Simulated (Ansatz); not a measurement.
**InH2Se− (SMILES [Se-][InH2]): single points off equilibrium**

An exercise on one series of results from a longer session: the logs are not shown, and one member is left open.

Method: single points in def2-TZVPPD; program: Ansatz 0.2.0, Gaussian basis.

Cores are frozen in the correlated methods. Filled d shells of the heavier atoms are correlated. Core potentials replace the inner electrons past krypton, and spin-orbit coupling is left out. B3LYP uses VWN-RPA correlation.

## The starting structure

SMILES `[Se-][InH2]`, 4 atoms, charge -1, spin multiplicity 1.

Atoms are counted from 1 here; the program's logs count them from 0.

Bond lengths: Se1–In2 2.392 Å, In2–H3 1.726 Å, In2–H4 1.720 Å. Angles: Se1–In2–H3 126.6°, Se1–In2–H4 125.6°, H3–In2–H4 107.8°.

Coordinates:

```xyz
4
H2InSe
Se   -1.8707    0.6779   -1.1627
In    0.0701   -0.0327    0.0423
H     0.7200   -1.6305    0.0948
H     1.0586    0.9695    1.0313
```

The first run:

Input file run/in.yaml:

```yaml
crystal:
  periodic: [false, false, false]
  atoms:
    - {symbol: Se, position_ang: [-1.870700, 0.677900, -1.162700]}
    - {symbol: In, position_ang: [0.070100, -0.032700, 0.042300]}
    - {symbol: H, position_ang: [0.720000, -1.630500, 0.094800]}
    - {symbol: H, position_ang: [1.058600, 0.969500, 1.031300]}
basis:
  gaussian: {orbitals: "def2-TZVPPD.json"}
total_charge: -1
correlation: {method: ccsd_t}
output: {forces: true}
```

The basis file named in the input lies beside it (Basis Set Exchange, JSON).

No record of the launch command was kept for these runs.

Steps of the session up to this table: CCSD(T)/def2-TZVPPD; PBE0-D4/def2-TZVPPD; wB97M-V/def2-TZVPPD; r2SCAN-D4/def2-TZVPPD; PBE-D4/def2-TZVPPD; SPW92/def2-TZVPPD; B3LYP-D4/def2-TZVPPD.

One table of the session follows, with a row left open; its other results are not shown here.

| method | RMS force component (eV/Å) | angle to CCSD(T) forces (°) |
| --- | --- | --- |
| CCSD(T) | 0.224 | reference |
| PBE0-D4 | 0.253 | 10.9 |
| wB97M-V | 0.218 | 18.1 |
| r2SCAN-D4 | ? | ? |
| PBE-D4 | 0.324 | 5.9 |
| SPW92 | 0.213 | 31.6 |
| B3LYP-D4 | 0.307 | 8.8 |

Q: Estimate the row for r2SCAN-D4 from the others.

The run gave: RMS force component (eV/Å): 0.242; angle to CCSD(T) forces (°): 6.8. In the column «RMS force component (eV/Å)» it lies between CCSD(T) (0.224) and PBE0-D4 (0.253).
